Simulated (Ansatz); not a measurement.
**C2H7FGeO: how energies converge with the basis set**

One table from this session's results is given with a row withheld; the runs are named, their logs left out.

Computed with Ansatz 0.2.0, Gaussian basis. Level: one geometry, several basis sets.

Levels to be run: PBE0-D4/def2-SVP; ωB97M-V/def2-SVP; PBE0-D4/def2-QZVPP; ωB97M-V/def2-QZVPP; the functionals' def2-TZVPP values are taken from earlier runs.

### The geometry

All runs share one geometry, relaxed beforehand with PBE0-D4 in a triple-zeta def2 set.

SMILES `[CH3][Ge]([CH3])([OH])[F]`, 12 atoms, charge 0, spin multiplicity 1.

Atoms are counted from 1 here; the program's logs count them from 0.

Bond lengths: C1–Ge2 1.936 Å, C1–H6 1.091 Å, C1–H7 1.091 Å, C1–H8 1.091 Å, Ge2–C3 1.927 Å, Ge2–O4 1.771 Å, Ge2–F5 1.750 Å, C3–H9 1.090 Å, C3–H10 1.090 Å, C3–H11 1.091 Å, O4–H12 0.960 Å. Angles: Ge2–C1–H6 110.1°, Ge2–C1–H7 110.3°, Ge2–C1–H8 109.8°, H6–C1–H7 109.1°, H6–C1–H8 108.6°, H7–C1–H8 109.0°, C1–Ge2–C3 118.8°, C1–Ge2–O4 112.1°, C1–Ge2–F5 105.1°, C3–Ge2–O4 106.2°, C3–Ge2–F5 107.9°, O4–Ge2–F5 106.0°, Ge2–C3–H9 110.3°, Ge2–C3–H10 109.1°, Ge2–C3–H11 110.2°, H9–C3–H10 109.2°, H9–C3–H11 109.1°, H10–C3–H11 108.9° and more.

Set-up of the first run:

The input, in.yaml:

```yaml
crystal:
  periodic: [false, false, false]
  atoms:
    - {symbol: C, position_ang: [-1.657347, 0.371164, -0.151219]}
    - {symbol: Ge, position_ang: [0.257415, 0.145273, -0.328115]}
    - {symbol: C, position_ang: [1.282720, -0.346777, 1.227198]}
    - {symbol: O, position_ang: [0.675518, -1.027643, -1.587421]}
    - {symbol: F, position_ang: [0.847550, 1.693015, -0.893328]}
    - {symbol: H, position_ang: [-1.877337, 1.127459, 0.603400]}
    - {symbol: H, position_ang: [-2.123923, -0.570485, 0.141327]}
    - {symbol: H, position_ang: [-2.080900, 0.696215, -1.102401]}
    - {symbol: H, position_ang: [1.152262, 0.393766, 2.016753]}
    - {symbol: H, position_ang: [2.337318, -0.399127, 0.956487]}
    - {symbol: H, position_ang: [0.963187, -1.322283, 1.596068]}
    - {symbol: H, position_ang: [0.300438, -0.815776, -2.444948]}
basis:
  gaussian: {orbitals: def2-SVP}
hamiltonian: {xc: pbe0, dispersion: d4}
output: {orbitals: {seedname: orbitals}}
```

The run is started by

```sh
ansatz run in.yaml --threads 2 --pin off --events-out ev --progress --plain --max-ram 32768MiB --backend cpu
```

Among the steps run: PBE0-D4 in def2-SVP; ωB97M-V in def2-SVP; PBE0-D4 in def2-QZVPP; ωB97M-V in def2-QZVPP.

One table of the session follows, with a row left open; its other results are not shown here.

It belongs to the step «Functionals by basis». 

| functional | basis | HOMO (eV) | LUMO (eV) |
| --- | --- | --- | --- |
| PBE0-D4 | def2-SVP | ? | ? |
| PBE0-D4 | def2-TZVPP | -8.50 | 0.56 |
| PBE0-D4 | def2-QZVPP | -8.54 | 0.14 |
| ωB97M-V | def2-SVP | -10.65 | 2.71 |
| ωB97M-V | def2-TZVPP | -10.77 | 2.02 |
| ωB97M-V | def2-QZVPP | -10.81 | 1.33 |

Estimate the missing values for PBE0-D4, def2-SVP.

The run gave: HOMO (eV): -8.37; LUMO (eV): 1.07. In the column «HOMO (eV)» it is the highest.
